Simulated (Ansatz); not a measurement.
TcN₂, space group Fm-3m: a test of the smearing width, run with Ansatz 0.2.0 through its Python package.

The script, `smear_tcn2.py`:
```python
"""Smearing width test for TcN2."""

import ansatz as az
import pandas as pd


def main() -> None:
    crystal = (
        az.Lattice.fcc(4.8891)
        .space_group(225)
        .atom("Tc", [0.0, 0.0, 0.0])
        .atom("N", [0.25, 0.25, 0.75])
        .primitive()
    )

    model = (
        crystal.calculation()
        .kpoints(9, 9, 9)
        .pseudopotentials("paw")
        .functional("pbe")
        .scf(tolerance=1e-07)
        .forces()
        .stress()
    )

    rows = []
    for value in [0.25, 0.15, 0.1, 0.05, 0.025]:
        summary = model.occupations("gaussian", width=value).run(threads=1, backend="cpu").report
        rows.append((value, summary["free_energy_ev"] / len(summary["lattice"]["sites"]), summary["n_iterations"], sum(summary["stress_gpa"][i][i] for i in range(3)) / 3, max(abs(f) for row in summary["forces_ev_ang"] for f in row), summary["n_kpoints"]))

    table = pd.DataFrame(rows, columns=["width (eV)", "F/atom (eV)", "iterations", "P (GPa)", "max force (eV/A)", "k-points"])
    print(table.round(5).to_string(index=False))

    # differences from the last row
    for row in rows[:-1]:
        shift = 1000 * (row[1] - rows[-1][1])
        print(f"{row[0]}: {shift:+.2f} meV/atom" + ("  (within 1 meV)" if abs(shift) < 1 else ""))


if __name__ == "__main__":
    main()
```

Its results, one of them left out:

| width (eV) | F less the first row (meV/atom) |
| --- | --- |
| 0.025 | 0.00 |
| 0.05 | -0.52 |
| 0.1 | -2.39 |
| 0.15 | ? |
| 0.25 | -15.03 |

What is the missing value at a width of 0.15 eV?

For this scheme F falls about as the square of the width where the density of states is smooth. A straight line through the rows shown, against the width squared, has slope -242.1 meV/eV² and intercept 0.09 meV, which gives -5.35 meV at 0.15 eV. The run gave -5.44 meV, a miss of 0.09 meV.

Caveats:
- No spin polarisation was allowed.
- For a metal this k-point mesh is coarse: on a finer one energies can move by several to tens of meV an atom and pressures by half a GPa or more, differences at one mesh by less.
- The program warned that this SCF threshold is loose for forces or stresses.
- Forces vanish by symmetry here and test nothing.
- The narrowest width needs the finest mesh, so the last row is no converged reference.
- Pressure is positive in compression.
- This cell is a computed structure, which may not be the phase found in nature.
- Cost: roughly 7 core-seconds.
